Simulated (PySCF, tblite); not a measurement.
# C6H5OP3: geometry, infrared bands and NMR shifts

Wanted: the infrared bands and NMR shifts of C6H5OP3 (`C#Cc1pcpc(OC)p1`), by calculation.

Computed with tblite 0.8.0 and PySCF 2.14.0, with density-fitted response routines of our own, on a single molecule in the gas phase. Atoms count from 0, in the outputs and in this text.

**1. The starting structure**

15 atoms, charge 0, multiplicity 1; geometry from: force field or distance geometry start.

Bonds of the start (Å): C0–C1 1.22, C1–C2 1.43, C2–P3 1.73, P3–C4 1.75, C4–P5 1.72, P5–C6 1.73, C6–O7 1.36, O7–C8 1.39, C6–P9 1.73, P9–C2 1.75, C0–H10 1.06, C4–H11 1.09, C8–H12 1.08, C8–H13 1.11, C8–H14 1.12.

**2. Geometry optimisation with GFN2-xTB**

The job: settings as JSON, then the geometry in Å.

```
{"job": {"kind": "relax", "xc": "GFN2-xTB", "basis": "xTB"}, "charge": 0, "multiplicity": 1}
C      3.824200     1.164100     0.156100
C      2.797600     0.529700     0.009300
C      1.600100    -0.234300    -0.144500
P      1.581300    -1.950400    -0.335600
C      0.128700    -2.903600    -0.523600
P     -1.393900    -2.112300    -0.563200
C     -1.464400    -0.389000    -0.392200
O     -2.671400     0.241400    -0.408000
C     -2.419900     1.595100    -0.251800
P      0.006500     0.495600    -0.184000
H      4.709400     1.723500     0.292400
H      0.297000    -3.974900    -0.627400
H     -1.628600     1.885900    -0.923400
H     -2.022900     1.729400     0.777800
H     -3.347900     2.207700    -0.409400
```

The run is started by

```
OMP_NUM_THREADS=1 python probes_run.py task.json out
```

This one command runs all jobs of the session in turn.

**Question.** This job is followed by: GFN2-xTB harmonic vibrations, gas phase; GIAO PBE0/pcSseg-1 NMR shielding, non-relativistic, gas phase. What will the session give for the following? strongest single infrared mode (GFN2-xTB); zero-point energy (GFN2-xTB); 13C shifts against TMS (PBE0/pcSseg-1); 1H shifts against TMS (PBE0/pcSseg-1, means over atoms taken as alike); 31P shifts against H3PO4 (PBE0/pcSseg-1); 17O shifts against H2O (PBE0/pcSseg-1).

**Answer**, as computed:

```
                                                              quantity                                       value
                             strongest single infrared mode (GFN2-xTB)                       1143 cm⁻¹, 192 km/mol
                                          zero-point energy (GFN2-xTB)                               56.4 kcal/mol
                                13C shifts against TMS (PBE0/pcSseg-1)  242.5, 194.0, 187.4, 112.8, 92.2, 60.2 ppm
1H shifts against TMS (PBE0/pcSseg-1, means over atoms taken as alike)                       10.91, 4.82, 4.35 ppm
                              31P shifts against H3PO4 (PBE0/pcSseg-1)                     276.1, 223.0, 211.6 ppm
                                17O shifts against H2O (PBE0/pcSseg-1)                                   197.2 ppm
```

**Reading.** Relaxing lowered the energy by 2.086 eV in 55 steps; the close pair that moved most is C8–H14, from 1.123 to 1.089 Å. No mode is imaginary among the 39: a minimum at this level. The strongest single mode, at 1143 cm⁻¹, has its largest shares on O7, C6 and C8 (the list is cut at 3 atoms). GFN2-xTB is a fitted tight-binding method: band positions and strengths are rough. Its intensities can rank the bands wrongly. At PBE0/pcSseg-1: The largest span, 855 ppm, is at P3, where the paramagnetic term is -923 ppm. NICS(1)zz of -21 ppm above the planar ring from C2 marks a diatropic (aromatic) ring current.
